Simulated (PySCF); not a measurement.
# GeBr⁺: the SCF solver's settings

Do solver options change the result for GeBr⁺, or only the number of cycles?

Computed with PySCF 2.14.0. Level: each script names its method and basis.

1 further run of the same task is left out (it didn't finish).

### Step 1. Where the work starts

GeBr⁺: 2 atoms, charge 1, spin multiplicity 1.

Bond lengths: Ge1–Br2 2.138 Å.

### Step 2. Base script

File input.py:

```python
from pyscf import gto, scf, tdscf

mol = gto.M(
    atom='Ge 0 0 0; Br 0 0 2.138',
    basis='3-21g',
    charge=1,
    spin=0,
    verbose=4,
)
mf = scf.RHF(mol)
mf.kernel()
td = tdscf.TDHF(mf)
td.nstates = 8
td.kernel()
td.analyze()
mf.dip_moment()
print('orbital energies (hartree):', mf.mo_energy[..., max(0, mol.nelec[1]-3):mol.nelec[0]+3].round(4))
```

Launch:

```console
> python input.py
```

The log of this run is left out.

It gives: E(SCF) = -4625.123581 Eh, 8 cycles, excitations 4.72, 4.72, 5.73, 5.89, 5.89 eV.

The bond length is a typed value, not an optimised one. The dipole of an ion depends on the origin.

### Step 3. Smearing width 0.001 hartree

Edit 1 changes smearing width: none → 0.001 hartree; step after the SCF: tddft → none.

File input.py:

```python
from pyscf import gto, scf

mol = gto.M(
    atom='Ge 0 0 0; Br 0 0 2.138',
    basis='3-21g',
    charge=1,
    spin=0,
    verbose=4,
)
mf = scf.RHF(mol)
mf = scf.addons.smearing_(mf, sigma=0.001, method='fermi')
mf.kernel()
mf.dip_moment()
print('orbital energies (hartree):', mf.mo_energy[..., max(0, mol.nelec[1]-3):mol.nelec[0]+3].round(4))
```

Launch:

```console
> python input.py
```

### Step 4. Level shift 1 hartree

Edit 2 changes level shift: none → 1 hartree.

Edit input.py of step 2 so:

```diff
@@ -10,2 +10,3 @@
 mf = scf.RHF(mol)
+mf.level_shift = 1.0
 mf.kernel()
```

### Step 5. Cycle limit 200

Edit 3 changes cycle limit: 50 → 200.

Edit input.py of step 2 so:

```diff
@@ -10,2 +10,3 @@
 mf = scf.RHF(mol)
+mf.max_cycle = 200
 mf.kernel()
```

### Step 6. Second-order solver on

Edit 4 changes second-order solver: off → on.

Edit input.py of step 2 so:

```diff
@@ -10,2 +10,3 @@
 mf = scf.RHF(mol)
+mf = mf.newton()
 mf.kernel()
```

### Step 7. Initial guess sap

Edit 5 changes initial guess: minao → sap.

Edit input.py of step 2 so:

```diff
@@ -10,2 +10,3 @@
 mf = scf.RHF(mol)
+mf.init_guess = 'sap'
 mf.kernel()
```

Before running it: what results should come out? Wanted: for each run, E(SCF); from base; gap; after the SCF.

As calculated:

| run | E(SCF) (hartree) | from base (eV) | cycles | gap (eV) | after the SCF |
| --- | --- | --- | --- | --- | --- |
| base | -4625.123581 | 0 | 8 | 11.15 | lowest root found 4.72 eV |
| smearing width 0.001 hartree | -4625.123581 | 0.0000 | 8 | n/a | n/a |
| level shift 1 hartree | -4625.123581 | 0.0000 | 23 | 11.15 | lowest root found 4.72 eV |
| cycle limit 200 | -4625.123581 | 0.0000 | 8 | 11.15 | lowest root found 4.72 eV |
| second-order solver on | -4625.123581 | 0.0000 | 3 macro | 11.15 | lowest root found 4.72 eV |
| initial guess sap | -4625.123581 | 0.0000 | 7 | 11.15 | lowest root found 4.72 eV |

Distance from each run's final energy (log10 hartree) by cycle:

| run | cycle 1 | cycle 2 | cycle 3 | cycle 5 | cycle 8 | cycle 12 |
| --- | --- | --- | --- | --- | --- | --- |
| base | -1.4 | -2.1 | -3.9 | -5.7 | -11.0 | done |
| smearing width 0.001 hartree | -1.4 | -2.1 | -3.9 | -5.7 | -11.0 | done |
| level shift 1 hartree | -1.2 | -1.8 | -2.2 | -3.1 | -4.4 | -5.7 |
| cycle limit 200 | -1.4 | -2.1 | -3.9 | -5.7 | -11.0 | done |
| second-order solver on | -2.8 | < -11 | < -11 | done | done | done |
| initial guess sap | -2.7 | -3.4 | -4.2 | -6.6 | done | done |

In words: No change of the SCF energy comes from smearing width 0.001 hartree or level shift 1 hartree or cycle limit 200 or second-order solver on or initial guess sap. The base needs 8 cycles and the run with level shift 1 hartree needs 23.
